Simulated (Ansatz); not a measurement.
Working through a comparison of norm-conserving and PAW potentials of Si2Mo, space group I4/mmm

Program: the Ansatz DFT code, driven from Python.

Notebook, run cell by cell (the value of a cell's last expression is shown):

In [1]:
```python
import ansatz as az
import numpy as np
import pandas as pd


def count_gap(report):
    # lowest empty less highest filled band, counting bands; zero where they overlap
    return max(report.get("gap_by_band_count_ev") or 0.0, 0.0)
```

In [2]:
```python
xtal = (
    az.Lattice.of((-1.6, 1.6, 3.9305), (1.6, -1.6, 3.9305), (1.6, 1.6, -3.9305))
    .atom("Si", (0.333, 0.333, 0.0))
    .atom("Si", (0.667, 0.667, 0.0))
    .atom("Mo", (0.0, 0.0, 0.0))
)
```

In [3]:
```python
calc = (
    xtal.calculation()
    .functional(az.Functional.PBE)
    .kpoints(spacing=0.2)
    .occupations("fermi_dirac", width=0.1)
    .stress()
    .forces()
    .band_table()
)
variants = {
    "PAW": calc.pseudopotentials("paw"),
    "norm-conserving": calc.pseudopotentials("nc"),
}
rows = []
for label, variant in variants.items():
    report = variant.run(threads=1).report
    levels = np.array(report["eigenvalues_ev"][0]) - report["fermi_energy_ev"]
    print(label, "levels at the first k-point near E_F:", np.round(levels[np.abs(levels) < 5], 3))
    rows.append((label, report["n_electrons"], np.trace(report["stress_gpa"]) / 3, float(np.abs(report["forces_ev_ang"]).max()), count_gap(report)))
print(pd.DataFrame(rows, columns=["treatment", "electrons in bands", "P GPa", "max force component eV/A", "gap by band count eV"]).round(4).to_string(index=False))
```
```text
DeckWarning: basis.ecutwfc = 420 eV, auto-derived from the records' recommended cutoffs: set by Si (normal level)
PAW levels at the first k-point near E_F: [-3.459 -3.01  -2.65  -2.65   0.418  3.085  3.12   3.645  3.645]
DeckWarning: basis.ecutwfc = 1088.45545 eV, auto-derived from the records' recommended cutoffs: set by Mo (normal level)
norm-conserving levels at the first k-point near E_F: [-3.461 -3.011 -2.65  -2.65   0.421  3.085  3.122  3.645  3.645]
      treatment  electrons in bands  P GPa  max force component eV/A  gap by band count eV
            PAW                22.0 2.2695                    0.2769                   0.0
norm-conserving                22.0 2.3191                    0.2740                   0.0
```

PAW gives 2.270 GPa and norm-conserving 2.319 GPa, 0.050 GPa apart. They took 7.0 and 36.9 s of processor time.

Caveats:
- The run is spin-unpolarised.
- The computed bands are complete only to about 3.3 eV above the Fermi level.
- A gap by band count of zero or less means overlapping bands, a metal.
- The starting cell is as deposited in a crystallographic database; the results hold for this polymorph, which needn't be the stable one.
- Gaps and levels are Kohn-Sham values on a finite set of k-points, without spin-orbit coupling.
- Warnings are shown shortened and without file and line.
- Stress is positive in compression.
- The whole script took 45 s on 1 thread of Arm Neoverse V1, on a shared host, peak memory 0.75 GiB.
